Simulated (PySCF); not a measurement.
# CsK: the cost of one run

Computed with PySCF 2.14.0, with density-fitted response routines of our own, on a single molecule in the gas phase. Atoms are numbered from 0 throughout.

**1. The molecule as given**

2 atoms, charge 0, multiplicity 1; geometry from: GFN2-xTB.

Bonds of the start (Å): .

**2. Geometry optimisation at PBE0-D3(BJ)/def2-TZVP**

What the job is given:

```
{"job": {"xc": "PBE0", "basis": "def2-TZVP", "d3": "d3bj", "grid": 2, "kind": "geom"}, "charge": 0, "multiplicity": 1}
K      0.000000     0.000000     0.000000
Cs     0.000000     0.000000     5.108230
```

Q: Estimate the wall time of this first job on 2 threads of Intel Xeon at 2.50GHz (Skylake/Cascade Lake), shared host.

About 14 s.
